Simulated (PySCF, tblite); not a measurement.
# C₂H₇BrSi₃: geometry, infrared bands and NMR shifts

What infrared bands and NMR shifts should C₂H₇BrSi₃ (`C#C[Si@@H]([SiH3])[SiH2]Br`) show?

Computed with tblite 0.8.0 and PySCF 2.14.0, with density-fitted response routines of our own, on a single molecule in the gas phase. Atoms count from 0, in the outputs and in this text.

## 1. Starting geometry

13 atoms, charge 0, multiplicity 1; geometry from: force field or distance geometry start.

Bonds of the start (Å): C0–C1 1.21, C1–Si2 1.85, Si2–Si3 2.21, Si2–Si4 2.22, Si4–Br5 2.25, C0–H6 1.07, Si2–H7 1.48, Si3–H8 1.48, Si3–H9 1.46, Si3–H10 1.48, Si4–H11 1.47, Si4–H12 1.46.

## 2. Relaxing the molecule with GFN2-xTB

Job settings and geometry (Å):

```
{"job": {"kind": "relax", "xc": "GFN2-xTB", "basis": "xTB"}, "charge": 0, "multiplicity": 1}
C     -0.577400     1.611500    -2.539100
C     -0.471200     1.095300    -1.452000
Si    -0.297400     0.323500     0.216600
Si    -1.219200    -1.689000     0.244000
Si     1.809100     0.360200     0.924000
Br     1.865400     1.042200     3.066700
H     -0.697300     2.086800    -3.485700
H     -1.075500     1.184100     1.132500
H     -0.184500    -2.729400     0.435600
H     -1.960800    -1.967300    -0.982600
H     -2.172600    -1.748400     1.373000
H      2.452700    -0.955800     0.884100
H      2.524500     1.386900     0.165000
```

On the command line:

```sh
> OMP_NUM_THREADS=1 python probes_run.py task.json out
```

One launch serves the whole session: the jobs run in the order shown.

What it wrote:

```text
step      E/eV     max force
  0    -464.21830    1.818
  1    -464.30473    0.818
  2    -464.32006    2.413
  3    -464.35648    0.551
  4    -464.37504    0.548
  5    -464.44328    0.351
  6    -464.45847    0.323
  7    -464.47274    0.273
  8    -464.48471    0.323
  9    -464.49388    0.255
 10    -464.49897    0.213
 11    -464.50161    0.147
 12    -464.50328    0.122
 13    -464.50502    0.114
 14    -464.50678    0.123
 15    -464.50848    0.106
 16    -464.50961    0.080
 17    -464.51011    0.050
 18    -464.51038    0.050
 19    -464.51068    0.060
 20    -464.51115    0.076
 21    -464.51178    0.095
 22    -464.51233    0.079
 23    -464.51258    0.039
 24    -464.51267    0.025
 25    -464.51274    0.027
 26    -464.51287    0.042
 27    -464.51310    0.065
 28    -464.51343    0.069
 29    -464.51379    0.048
 30    -464.51409    0.035
 31    -464.51430    0.037
 32    -464.51453    0.051
 33    -464.51483    0.052
 34    -464.51524    0.066
 35    -464.51573    0.063
 36    -464.51623    0.079
 37    -464.51661    0.068
 38    -464.51683    0.033
 39    -464.51696    0.030
 40    -464.51707    0.032
 41    -464.51723    0.055
 42    -464.51747    0.064
 43    -464.51774    0.050
 44    -464.51794    0.029
 45    -464.51806    0.031
 46    -464.51815    0.036
 47    -464.51829    0.041
 48    -464.51850    0.051
 49    -464.51869    0.040
 50    -464.51880    0.018
 51    -464.51883    0.013
 52    -464.51884    0.014
 53    -464.51887    0.020
 54    -464.51893    0.035
 55    -464.51903    0.047
 56    -464.51916    0.047
 57    -464.51928    0.028
 58    -464.51936    0.023
 59    -464.51943    0.026
 60    -464.51955    0.043
 61    -464.51980    0.069
 62    -464.52025    0.088
 63    -464.52079    0.078
 64    -464.52119    0.044
 65    -464.52140    0.043
 66    -464.52152    0.049
 67    -464.52176    0.049
 68    -464.52273    0.078
 69    -464.52325    0.071
 70    -464.52374    0.056
 71    -464.52412    0.036
 72    -464.52479    0.050
 73    -464.52592    0.038
 74    -464.52654    0.057
 75    -464.52632    0.123
 76    -464.52712    0.043
 77    -464.52732    0.033
 78    -464.52748    0.031
 79    -464.52779    0.033
 80    -464.52813    0.038
 81    -464.52905    0.044
 82    -464.52958    0.064
 83    -464.52974    0.102
 84    -464.53027    0.054
 85    -464.53060    0.038
 86    -464.53091    0.039
 87    -464.53120    0.059
 88    -464.53145    0.059
 89    -464.53188    0.035
 90    -464.53223    0.032
 91    -464.53254    0.050
 92    -464.53285    0.056
 93    -464.53325    0.062
 94    -464.53376    0.049
 95    -464.53425    0.040
 96    -464.53453    0.050
 97    -464.53466    0.107
 98    -464.53508    0.056
 99    -464.53551    0.044
100    -464.53615    0.069
101    -464.53675    0.083
102    -464.53736    0.074
103    -464.53787    0.053
104    -464.53816    0.033
105    -464.53824    0.074
106    -464.53829    0.072
107    -464.53835    0.035
108    -464.53844    0.028
109    -464.53856    0.073
110    -464.53863    0.034
111    -464.53876    0.025
112    -464.53880    0.012
113    -464.53881    0.009
```

Wall time 0.99 s (1 thread of Arm Neoverse V1, shared host); peak memory 0.18 GiB.

Along the way: (not every step is listed)

| step | energy from step 0 (eV) | largest force (eV/Å) |
| --- | --- | --- |
| 0 | 0.0000 | 1.8179 |
| 1 | -0.0864 | 0.8180 |
| 2 | -0.1018 | 2.4125 |
| 3 | -0.1382 | 0.5515 |
| 4 | -0.1567 | 0.5475 |
| 5 | -0.2250 | 0.3505 |
| 6 | -0.2402 | 0.3226 |
| 7 | -0.2544 | 0.2730 |
| 8 | -0.2664 | 0.3234 |
| 18 | -0.2921 | 0.0500 |
| 28 | -0.2951 | 0.0694 |
| 38 | -0.2985 | 0.0326 |
| 48 | -0.3002 | 0.0507 |
| 58 | -0.3011 | 0.0234 |
| 68 | -0.3044 | 0.0776 |
| 78 | -0.3092 | 0.0313 |
| 88 | -0.3132 | 0.0589 |
| 98 | -0.3168 | 0.0555 |
| 108 | -0.3201 | 0.0282 |
| 109 | -0.3203 | 0.0734 |
| 110 | -0.3203 | 0.0343 |
| 111 | -0.3205 | 0.0251 |
| 112 | -0.3205 | 0.0116 |
| 113 | -0.3205 | 0.0086 |

Distances of close pairs at the start and the end, largest changes first:

| bond | before (Å) | after (Å) | change (Å) |
| --- | --- | --- | --- |
| Si2–Si3 | 2.214 | 2.327 | +0.113 |
| Si2–Si4 | 2.222 | 2.327 | +0.105 |
| Si3–H10 | 1.479 | 1.462 | -0.017 |
| Si3–H8 | 1.480 | 1.465 | -0.015 |
| C0–H6 | 1.066 | 1.053 | -0.013 |
| C1–Si2 | 1.847 | 1.853 | +0.007 |
| C0–C1 | 1.208 | 1.203 | -0.005 |
| Si4–H11 | 1.465 | 1.462 | -0.004 |

The end geometry stands in the next job.

## 3. Infrared spectrum with GFN2-xTB

Job settings and geometry (Å):

```
{"job": {"kind": "ir", "xc": "GFN2-xTB", "basis": "xTB"}, "charge": 0, "multiplicity": 1}
C     -0.385368     1.371966    -2.674180
C     -0.400218     1.016538    -1.525098
Si    -0.439670     0.427861     0.231884
Si    -1.380585    -1.692785     0.414848
Si     1.790760     0.638967     0.860523
Br     2.008277    -0.263606     2.908766
H     -0.370362     1.694981    -3.675928
H     -1.208133     1.478620     0.934031
H     -0.319684    -2.700701     0.484250
H     -2.224419    -1.997428    -0.741818
H     -2.197743    -1.796527     1.623143
H      2.753816    -0.143742     0.088039
H      2.368941     1.966342     1.053812
```

What it wrote:

```text
mode    cm-1     km/mol
  1     -22.3      0.01
  2      16.9      4.45
  3      48.9      3.59
  4      73.6      1.10
  5     104.7      0.80
  6     117.5      5.21
  7     235.3     16.67
  8     252.4     32.13
  9     337.8     11.58
 10     361.1     22.71
 11     409.2      9.84
 12     425.6     22.96
 13     452.5     26.26
 14     497.0      5.34
 15     579.7    437.74
 16     605.0     50.22
 17     612.2    154.28
 18     671.9    139.43
 19     675.7     53.67
 20     685.6    256.34
 21     704.4    189.31
 22     779.2    562.22
 23     795.5    148.72
 24     803.7     49.51
 25     808.6    240.99
 26    2106.8    215.59
 27    2195.8     18.94
 28    2241.3    125.25
 29    2251.5    298.85
 30    2254.7    402.91
 31    2265.0    286.23
 32    2276.4    203.12
 33    3349.4      0.94
```

Wall time 0.57 s (1 thread of Arm Neoverse V1, shared host); peak memory 0.18 GiB.

Which atoms move in the most intense modes:

| cm⁻¹ | km/mol | atoms |
| --- | --- | --- |
| 580 | 437.7 | H7 74 % |
| 686 | 256.3 | H6 54 %, C0 12 % |
| 779 | 562.2 | H9 29 %, H10 27 %, H8 25 % |
| 809 | 241.0 | H11 34 %, H12 34 %, H9 15 %, H8 11 % |
| 2107 | 215.6 | H7 96 % |
| 2252 | 298.9 | H9 93 % |
| 2255 | 402.9 | H11 56 %, H12 24 % |
| 2265 | 286.2 | H10 91 % |

## 4. Nuclear shieldings: PBE0/pcSseg-1

Settings changed since step 3:

```diff
@@ -1,2 +1,2 @@
-{"job": {"kind": "ir", "xc": "GFN2-xTB", "basis": "xTB"}, "charge": 0, "multiplicity": 1}
+{"job": {"kind": "nmr", "xc": "PBE0", "basis": "pcSseg-1"}, "charge": 0, "multiplicity": 1}
 C     -0.385368     1.371966    -2.674180
```

Level: GIAO PBE0/pcSseg-1 NMR shielding, non-relativistic, gas phase.

What it wrote:

```text
coarse grid: 54232 points
cycle   1  E = -3521.9040134188  dE = -9.195e-01  |g| = 7.607e-01  |ddm| = 3.459e+00
cycle   2  E = -3521.9047664345  dE = -7.530e-04  |g| = 4.730e-01  |ddm| = 1.007e+00
cycle   3  E = -3521.9453252095  dE = -4.056e-02  |g| = 1.453e-01  |ddm| = 6.482e-01
cycle   4  E = -3521.9509206966  dE = -5.595e-03  |g| = 4.976e-02  |ddm| = 1.915e-01
cycle   5  E = -3521.9513178668  dE = -3.972e-04  |g| = 2.521e-02  |ddm| = 4.784e-02
cycle   6  E = -3521.9514843127  dE = -1.664e-04  |g| = 2.189e-03  |ddm| = 1.983e-02
cycle   7  E = -3521.9514850378  dE = -7.251e-07  |g| = 8.403e-04  |ddm| = 3.726e-03
final grid: 108872 points
cycle   8  E = -3521.9514625632  dE =  4.287e-08  |g| = 1.089e-03  |ddm| = 2.994e-03
cycle   9  E = -3521.9514624474  dE =  1.157e-07  |g| = 1.361e-03  |ddm| = 3.185e-03
cycle  10  E = -3521.9514628260  dE = -3.786e-07  |g| = 1.270e-04  |ddm| = 1.670e-03
cycle  11  E = -3521.9514628300  dE = -4.002e-09  |g| = 3.242e-05  |ddm| = 1.069e-04
cycle  12  E = -3521.9514628303  dE = -2.692e-10  |g| = 4.198e-06  |ddm| = 3.567e-05
converged SCF energy = -3521.9514628303

GIAO shielding tensors (ppm)
atom      isotropic    diamagn.    paramagn.     s11        s22        s33       span
  0 C       78.406     260.274    -181.869     -4.846     -4.119    244.182    249.027
  1 C      104.502     261.949    -157.448      9.012     12.255    292.238    283.226
  2 Si     456.160     880.620    -424.460    428.369    468.658    471.453     43.083
  3 Si     459.511     879.358    -419.847    443.005    464.274    471.253     28.248
  4 Si     384.474     876.671    -492.197    347.602    371.969    433.852     86.250
  5 Br    2864.749    3124.404    -259.654   2754.753   2869.818   2969.677    214.924
  6 H       29.675      33.178      -3.503     24.447     24.641     39.937     15.489
  7 H       27.126      28.126      -1.000     23.662     25.669     32.047      8.385
  8 H       27.940      28.578      -0.638     24.075     27.178     32.566      8.491
  9 H       27.951      28.328      -0.377     24.202     25.969     33.682      9.480
 10 H       28.044      28.238      -0.193     24.543     25.916     33.674      9.132
 11 H       26.276      28.013      -1.737     21.569     25.398     31.862     10.293
 12 H       26.141      27.206      -1.065     21.032     25.223     32.167     11.135
```

It took 48 s on 1 thread of Arm Neoverse V1, shared host; peak memory 0.77 GiB.

The references, computed at this level on geometries of the same kind, shield at (ppm): 1H TMS 31.72, 13C TMS 186.9, 29Si TMS 349.2, 79Br HBr 2622. Their shielding less the atom's gives the shift. The references are single molecules in the gas phase. Atoms listed in one row are averaged.

```
      atoms                              environment  σ (ppm)  δ (ppm)  δ scaled to CDCl3
         C0                   terminal alkyne carbon     78.4    108.5              104.0
         C1                            alkyne carbon    104.5     82.4               78.5
        H12   hydrogen on a silicon bonded to Br, Si    26.14     5.58                  –
        H11   hydrogen on a silicon bonded to Br, Si    26.28     5.44                  –
         H7  hydrogen on a silicon bonded to C, 2 Si    27.13     4.59                  –
H8, H9, H10       hydrogen on a silicon bonded to Si    27.98     3.74                  –
         H6     hydrogen on a terminal alkyne carbon    29.67     2.04               2.03
        Si4            silicon bonded to Br, Si, 2 H    384.5    -35.3                  –
        Si2             silicon bonded to C, 2 Si, H    456.2   -107.0                  –
        Si3                silicon bonded to Si, 3 H    459.5   -110.4                  –
        Br5                     bromine bonded to Si     2865     -243                  –
```

The scaled column applies a straight-line fit of computed shieldings to shifts measured in CDCl3, with any fitted terms for Cl, Br or S neighbours (root-mean-square error 0.16 ppm for H, 1.9 ppm for C).

The run also stored atomic charges by several schemes (e):

```
atoms  Mulliken    IAO  Hirshfeld  ESP fit
   C0     -0.21  -0.19      -0.08    -0.37
   C1     -0.17  -0.32      -0.16    -0.07
  Si2      0.17   0.33       0.20     0.18
  Si3      0.25   0.32       0.24     0.21
  Si4      0.49   0.45       0.24     0.14
  Br5     -0.39  -0.29      -0.14    -0.19
```

Mayer bond orders: C0–C1 2.57, C1–Si2 0.87, Si2–Si3 0.87, Si2–Si4 0.88, Si4–Br5 0.88.

## 5. Outcome

| quantity | value |
| --- | --- |
| strongest single infrared mode (GFN2-xTB) | 779 cm⁻¹, 562 km/mol |
| zero-point energy (GFN2-xTB) | 42.9 kcal/mol |
| 13C shifts against TMS (PBE0/pcSseg-1) | 108.5, 82.4 ppm |
| 1H shifts against TMS (PBE0/pcSseg-1, means over atoms taken as alike) | 5.58, 5.44, 4.59, 3.74, 2.04 ppm |
| 29Si shifts against TMS (PBE0/pcSseg-1) | -35.3, -107.0, -110.4 ppm |
| 79Br shifts against HBr (PBE0/pcSseg-1) | -243 ppm |

**Reading.** The optimisation took 113 steps and gained 0.321 eV; among the close pairs (by a distance rule), Si2–Si3 changed most, from 2.214 to 2.327 Å. The lowest mode is imaginary (22i cm⁻¹), so the xTB geometry is not a minimum. The strongest single mode, at 779 cm⁻¹, has its largest shares on H9, H10 and H8 (the list is cut at 3 atoms). Unscaled tight-binding wavenumbers are off by several per cent, some by more. Its intensities can rank the bands wrongly. At PBE0/pcSseg-1: The largest span, 283 ppm, is at C1, where the paramagnetic term is -157 ppm. Spin-orbit coupling is left out, which matters for shieldings and couplings at and beside the heavy atoms.
